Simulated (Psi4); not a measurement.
# triplet IF: levels of theory compared

We compute a comparison of 3 runs (UHF/3-21G, UCAM-B3LYP/def2-TZVP, UDSD-PBEP86/def2-TZVP) of triplet IF. 

Program for the calculation: Psi4 1.11.

11 further runs of the same task are left out: 11 that didn't finish.

### Step 1. Starting point

IF has 2 atoms, charge 0, and is taken as a triplet. As SMILES of the parent species, `FI`. The bond length is the one measured for the parent species. That shape belongs to the parent species and isn't relaxed for this state.

Bond lengths: F1–I2 1.910 Å.

### Step 2. Energy and forces at UHF/3-21G (run 1)

File fi.xyz:

```xyz
2
FI
F      0.000000     0.000000     0.000000
I      0.000000     0.000000     1.909759
```

File fi.py:

```python
import psi4

psi4.set_memory(1600000000)
psi4.set_num_threads(1)
psi4.core.set_output_file('run.log', False)

with open('fi.xyz') as f:
    atoms = ''.join(f.readlines()[2:])
geom = psi4.geometry('0 3\n' + atoms + 'symmetry c1')

options = {'basis': '3-21G', 'reference': 'uhf', 'puream': True, 'e_convergence': 1e-09, 'd_convergence': 1e-08, 'scf_type': 'pk', 'maxiter': 100}
psi4.set_options(options)

E = psi4.gradient('scf', molecule=geom)
print('gradient / Eh bohr^-1')
print(E.np.round(6))
```

The run is started by

```bash
$ python fi.py
```

run.log:

```text
[...]
  Running in c1 symmetry.
[...]
  Nuclear repulsion =  132.172451858894249
[...]
  Multiplicity = 3
[...]
  Nalpha       = 32
  Nbeta        = 30
[...]
    Number of basis functions: 40
[...]
   @UHF iter   1: -6986.02384856447770   -1.42787e+00   7.59265e-03 DIIS/ADIIS
[...]
   @UHF iter  12: -6986.06029216520255    1.81899e-12   7.18821e-09 DIIS
[...]
   @S^2 Observed:                2.004231196E+00
[...]
    Orbital Energies [Eh]
    ---------------------
    Alpha Occupied:
       1A   -1170.060662     2A   -180.102422     3A   -168.346511
       4A   -168.344886     5A   -168.342937     6A    -37.874470
       7A    -32.768656     8A    -32.763847     9A    -32.760002
      10A    -26.082436    11A    -24.216798    12A    -24.216014
      13A    -24.213558    14A    -24.210412    15A    -24.210330
      16A     -7.308810    17A     -5.445912    18A     -5.433966
      19A     -5.423626    20A     -2.486225    21A     -2.483519
      22A     -2.475185    23A     -2.465483    24A     -2.465274
      25A     -1.542371    26A     -0.918987    27A     -0.669560
      28A     -0.614732    29A     -0.600315    30A     -0.452549
      31A     -0.409683    32A     -0.297905
[...]
  @UHF Final Energy: -6986.06029216520255
   => Energetics <=
    Nuclear Repulsion Energy =            132.1724518588942487
    One-Electron Energy =               -9877.9990486237074947
    Two-Electron Energy =                2759.7663045996105211
    Total Energy =                      -6986.0602921652025543
  UHF NO Occupations:
  HONO-2 :   30  A 1.9986386
  HONO-1 :   31  A 1.0000000
[...]
 Multipole Moments:
 ------------------------------------------------------------------------------------
     Multipole            Electronic (a.u.)      Nuclear  (a.u.)        Total (a.u.)
 ------------------------------------------------------------------------------------
 L = 1.  Multiply by 2.5417464519 to convert [e a0] to [Debye]
 Dipole X            :         -0.0000000            0.0000000           -0.0000000
 Dipole Y            :         -0.0000000            0.0000000           -0.0000000
 Dipole Z            :          4.3778825           -3.3448002            1.0330823
 Magnitude           :                                                    1.0330823
[...]
  -Total Gradient:
     Atom            X                  Y                   Z
    ------   -----------------  -----------------  -----------------
       1       -0.000000000000     0.000000000000     0.123318115722
       2        0.000000000000    -0.000000000000    -0.123318115690
[...]
```

Standard output:

```text
gradient / Eh bohr^-1
[[-0.        0.        0.123318]
 [ 0.       -0.       -0.123318]]
```

Wall time 3.3 s (1 thread of AMD EPYC 7R43 (Zen 3), shared host); peak memory 0.18 GiB.

### Step 3. Energy and forces at UCAM-B3LYP/def2-TZVP (core potential) (run 2)

File fi.json:

```json
{
 "schema_name": "qcschema_input",
 "schema_version": 1,
 "molecule": {
  "schema_name": "qcschema_molecule",
  "schema_version": 2,
  "symbols": ["F", "I"],
  "geometry": [0.0, 0.0, 0.0, 0.0, 0.0, 3.60892147],
  "molecular_charge": 0,
  "molecular_multiplicity": 3,
  "fix_symmetry": "c1",
  "fix_com": true,
  "fix_orientation": true
 },
 "driver": "gradient",
 "model": {
  "method": "cam-b3lyp",
  "basis": "def2-TZVP"
 },
 "keywords": {
  "reference": "uks",
  "puream": true,
  "e_convergence": 1e-09,
  "d_convergence": 1e-08,
  "scf_type": "pk",
  "dft_radial_points": 99,
  "dft_spherical_points": 590,
  "maxiter": 100,
  "scf_properties": ["MAYER_INDICES", "QUADRUPOLE", "MULLIKEN_CHARGES"]
 }
}
```

The run is started by

```bash
$ psi4 --qcschema fi.json -n 1 --memory 1600MB
```

stdout:

```text
[...]
    !!!  WARNING: ECP capability is in beta. Please check occupations closely.  !!!
[...]
  Running in c1 symmetry.
[...]
  Nuclear repulsion =   62.345496257085365
[...]
  Multiplicity = 3
[...]
  Nalpha       = 18
  Nbeta        = 16
[...]
    Number of basis functions: 81
[...]
   @UKS iter   1:  -397.31923093205245   -2.51332e+00   8.15221e-03 ADIIS/DIIS
[...]
   @UKS iter  13:  -397.46379190093643   -1.93268e-12   2.12349e-09 DIIS
[...]
   @S^2 Observed:                2.005078830E+00
[...]
  @UKS Final Energy:  -397.46379190093643
   => Energetics <=
    Nuclear Repulsion Energy =             62.3454962570853652
    One-Electron Energy =                -781.0321609819288824
    Two-Electron Energy =                 345.2477574870222270
    DFT Exchange-Correlation Energy =     -24.0248846631152020
    Empirical Dispersion Energy =           0.0000000000000000
    VV10 Nonlocal Energy =                  0.0000000000000000
    Total Energy =                       -397.4637919009364282
[...]
 Multipole Moments:
 ------------------------------------------------------------------------------------
     Multipole            Electronic (a.u.)      Nuclear  (a.u.)        Total (a.u.)
 ------------------------------------------------------------------------------------
 L = 1.  Multiply by 2.5417464519 to convert [e a0] to [Debye]
 Dipole X            :         -0.0000000            0.0000000           -0.0000000
 Dipole Y            :         -0.0000000            0.0000000           -0.0000000
 Dipole Z            :        -89.4134220           90.2230367            0.8096148
 Magnitude           :                                                    0.8096148
 L = 2.  Multiply by 1.3450342976 to convert [e a0^2] to [Debye ang]
 Quadrupole XX       :        -21.5896148            0.0000000          -21.5896148
 Quadrupole XY       :         -0.3972987            0.0000000           -0.3972987
[...]
  Mulliken Charges: (a.u.)
   Center  Symbol    Alpha    Beta     Spin     Total
       1     F     4.83230  4.52409  0.30821 -0.35639
       2     I    13.16770 11.47591  1.69179  0.35639
   Total alpha = 18.00000, Total beta = 16.00000, Total charge =  0.00000
  Mayer Bond Indices:
  Total Bond Index:
  Irrep: 1 Size: 2 x 2
                 1                   2
[...]
  -Total Gradient:
     Atom            X                  Y                   Z
    ------   -----------------  -----------------  -----------------
       1       -0.000000000004    -0.000000000046     0.076497688010
       2        0.000000000004     0.000000000046    -0.076494051550
[...]
```

The result, in JSON:

```text
{
 "driver": "gradient",
 "model": {
  "method": "cam-b3lyp",
  "basis": "def2-TZVP"
 },
 "success": true,
 "return_result": [-4.409093406976053e-12, -4.6403977434355626e-11, 0.07649768800963831, 4.366278172229331e-12, 4.640338911435452e-11, -0.0764940515504408],
 "properties": {
  "calcinfo_nbasis": 81,
  "calcinfo_nmo": 81,
  "calcinfo_nalpha": 18,
  "calcinfo_nbeta": 16,
  "calcinfo_natom": 2,
  "nuclear_repulsion_energy": 62.345496257085365,
  "return_energy": -397.4637919009364,
  "return_gradient": [-4.409093406976053e-12, -4.6403977434355626e-11, 0.07649768800963831, 4.366278172229331e-12, 4.640338911435452e-11, -0.0764940515504408],
  "scf_one_electron_energy": -781.0321609819289,
  "scf_two_electron_energy": 345.2477574870222,
  "scf_xc_energy": -24.024884663115202,
  "scf_dipole_moment": [-7.14930308153786e-10, -3.993552974076311e-09, 0.8096147670646445],
  "scf_total_energy": -397.4637919009364,
  "scf_total_gradient": [-4.409093406976053e-12, -4.6403977434355626e-11, 0.07649768800963831, 4.366278172229331e-12, 4.640338911435452e-11, -0.0764940515504408],
  "scf_iterations": 13
 }
}
```

Run time: 27 s. Hardware: 1 thread of AMD EPYC 7R43 (Zen 3), shared host; peak memory 0.54 GiB.

### Step 4. A single-point energy at UDSD-PBEP86/def2-TZVP (core potential, density fitting for correlation) (run 3)

File job.py:

```python
import psi4

psi4.set_memory(1600000000)
psi4.set_num_threads(1)
psi4.set_output_file('output.dat', False)

geom = psi4.geometry("""
0 3
F
I 1 1.909759
symmetry c1
""")

options = {'reference': 'uks', 'puream': True, 'e_convergence': 1e-09, 'd_convergence': 1e-08, 'scf_type': 'pk', 'dft_radial_points': 99, 'dft_spherical_points': 590, 'num_frozen_docc': 5, 'maxiter': 100}
psi4.set_options(options)

energy_value = psi4.energy("dsd-pbep86/def2-TZVP", molecule=geom)
print(f'dsd-pbep86/def2-TZVP energy: {energy_value:.10f} Eh')
```

The run is started by

```bash
$ python job.py
```

output.dat:

```text
[...]
    !!!  WARNING: ECP capability is in beta. Please check occupations closely.  !!!
[...]
  Running in c1 symmetry.
[...]
  Nuclear repulsion =   62.345496159855777
[...]
  Multiplicity = 3
[...]
  Nalpha       = 18
  Nbeta        = 16
[...]
    Number of basis functions: 81
[...]
   @UKS iter   1:  -396.57766081276583   -2.74382e+00   6.81885e-03 ADIIS/DIIS
[...]
   @UKS iter  13:  -396.67476365046667   -1.07434e-11   6.21476e-09 DIIS
[...]
   @S^2 Observed:                2.012914876E+00
[...]
    Orbital Energies [Eh]
    ---------------------
    Alpha Occupied:
       1A    -25.697949     2A     -7.507523     3A     -5.423712
       4A     -5.416967     5A     -5.402477     6A     -2.244874
       7A     -2.242087     8A     -2.230288     9A     -2.225100
      10A     -2.223370    11A     -1.435513    12A     -0.910365
      13A     -0.632546    14A     -0.581443    15A     -0.567468
      16A     -0.435702    17A     -0.387801    18A     -0.296722
    Alpha Virtual:
      19A      0.193438    20A      0.210390    21A      0.220862
      22A      0.242804    23A      0.244322    24A      0.275091
      25A      0.300789    26A      0.329721    27A      0.393646
[...]
  @UKS Final Energy:  -396.67476365046667
   => Energetics <=
    Nuclear Repulsion Energy =             62.3454961598557773
    One-Electron Energy =                -780.9479028023288265
    Two-Electron Energy =                 331.3337587751614706
    DFT Exchange-Correlation Energy =      -9.4061157831550997
    Empirical Dispersion Energy =           0.0000000000000000
    VV10 Nonlocal Energy =                  0.0000000000000000
    Total Energy =                       -396.6747636504666730
[...]
 Multipole Moments:
 ------------------------------------------------------------------------------------
     Multipole            Electronic (a.u.)      Nuclear  (a.u.)        Total (a.u.)
 ------------------------------------------------------------------------------------
 L = 1.  Multiply by 2.5417464519 to convert [e a0] to [Debye]
 Dipole X            :         -0.0000000            0.0000000           -0.0000000
 Dipole Y            :         -0.0000000            0.0000000           -0.0000000
 Dipole Z            :         17.4295620          -16.5027648            0.9267971
 Magnitude           :                                                    0.9267971
[...]
```

Standard output:

```text
dsd-pbep86/def2-TZVP energy: -397.0414955509 Eh
```

Wall time 11 s (1 thread of AMD EPYC 7R43 (Zen 3), shared host); peak memory 0.49 GiB.

### Step 5. Overview of the runs

```csv
run,level,core potential,integration grid,energy (Eh),dipole moment (D),HOMO energy (eV),LUMO energy (eV),wall time
1,UHF/3-21G,none,–,-6986.060292,2.63,-8.11,-1.43,3.3 s
2,UCAM-B3LYP/def2-TZVP (core potential),def2,99 radial × 590 angular,-397.463792,2.06,-7.32,-4.52,27 s
3,"UDSD-PBEP86/def2-TZVP (core potential, density fitting for correlation)",def2,99 radial × 590 angular,-397.041496,–,-8.07,-3.24,11 s
```

### Step 6. Results

```
                                                       quantity          value
                                            run 3: total energy  -397.04150 Eh
run 3: HOMO energy (SCF part's orbitals) (highest over α and β)       -8.07 eV
 run 3: LUMO energy (SCF part's orbitals) (lowest over α and β)       -3.24 eV
                                                    run 3: ⟨S²⟩          2.013
```

Totals of different functionals can't be ranked against each other. Some runs of one species differ in core potentials or relativity; totals across that change don't compare. In run 1 relativity is left out where basis or elements ask for it. All runs together took 41 s, the longest 27 s.
